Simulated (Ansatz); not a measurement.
2 structures of Lu: a ranking of polymorphs by energy, run with the Python package of Ansatz (0.2.0).

The script, `lu.py`:
```python
import ansatz
import numpy as np
import spglib

PHASES = {
    'Im-3m': (
        [(-1.954107, 1.954107, 1.954107), (1.954107, -1.954107, 1.954107), (1.954107, 1.954107, -1.954107)],
        [
            ('Lu', (0.0, 0.0, 0.0)),
        ],
    ),
    'P6_3/mmc': (
        [(3.5031, 0.0, 0.0), (-1.75155, 3.033774, 0.0), (0.0, 0.0, 5.5509)],
        [
            ('Lu', (1 / 3, 2 / 3, 0.25)),
            ('Lu', (2 / 3, 1 / 3, 0.75)),
        ],
    ),
}


def build(vectors, sites):
    crystal = ansatz.Crystal(lattice=ansatz.Lattice.of(vectors))
    for symbol, position in sites:
        crystal = crystal.atom(symbol, position)
    return crystal


def compute(name, crystal):
    calc = (
        crystal.calculation()
        .functional('pbesol')
        .basis(460)
        .kpoints(spacing=0.3)
        .occupations('fermi_dirac', width=0.1)
        .stress()
        .band_table()
    )
    calc = calc.relax(force_tolerance=0.02, fix_cell=['shape'])
    return calc.run(threads=1, backend='cpu')


def volume_per_atom(outcome):
    return abs(np.linalg.det(outcome.lattice.cell_ang)) / len(outcome.lattice.sites)


def pressure_gpa(outcome):
    return float(np.trace(outcome.report['stress_gpa']) / 3)


def space_group(outcome):
    sites = outcome.report['lattice']['sites']
    kinds = sorted({site['symbol'] for site in sites})
    cell = (outcome.lattice.cell_ang, [site['position_frac'] for site in sites], [kinds.index(site['symbol']) for site in sites])
    return spglib.get_spacegroup(cell, symprec=0.01)

phases = {name: build(*cell) for name, cell in PHASES.items()}

done = {}
for name, crystal in phases.items():
    done[name] = compute(name, crystal)
    print(f'{name}: {done[name].report["energy_sigma0_ev"]:.4f} eV, {len(done[name].lattice.sites)} atoms')

energy = {name: o.report['energy_sigma0_ev'] / len(o.lattice.sites) for name, o in done.items()}
lowest = min(energy.values())
rows = [(name, len(o.lattice.sites), 1000 * (energy[name] - lowest), volume_per_atom(o), pressure_gpa(o), space_group(o)) for name, o in done.items()]
rows.sort(key=lambda row: row[2])
print('     phase       atoms  dE (meV/atom)  V (A^3/atom)     P (GPa)  space group')
for row in rows:
    print(f'{str(row[0]):>10}  {row[1]:10d}  {row[2]:13.1f}  {row[3]:12.3f}  {row[4]:10.2f}  {str(row[5]):>11}')
print('lowest in energy:', rows[0][0])
```

Which of these structures comes out lowest, and how far apart are they?

By space group at the end of each run: P6_3/mmc (+0 meV an atom, 27.6 Å³) and Im-3m (+155 meV an atom, 27.9 Å³).

The output:

```console
$ python lu.py
Im-3m: -14611.3345 eV, 1 atoms
P6_3/mmc: -29222.9781 eV, 2 atoms
     phase       atoms  dE (meV/atom)  V (A^3/atom)     P (GPa)  space group
  P6_3/mmc           2            0.0        27.561       -0.04  P6_3/mmc (194)
     Im-3m           1          154.6        27.907        0.01  Im-3m (229)
lowest in energy: P6_3/mmc
```

Reading the output:
- Total energies depend on the potentials; only differences at equal settings carry meaning.
- For the metals among these phases the mesh is modest: differences between phases can be off by up to 40 meV an atom.
- Atoms and volume are relaxed with the cell's shape held, which in cells of lower than cubic symmetry can hide stresses and shift volumes.
- Pressure is positive in compression.
- The cells come from databases of deposited and of computed structures, and not all need be stable phases.
- The ranking holds among these structures alone, at zero temperature; the ground state may be another structure. Differences under about 40 meV an atom lie within the error of mesh and functional.
- The whole script took 16 s on 1 thread of Arm Neoverse V2 (shared host), peak memory 0.44 GiB.

(Lines on the test bed's own set-up are left out of the output.)
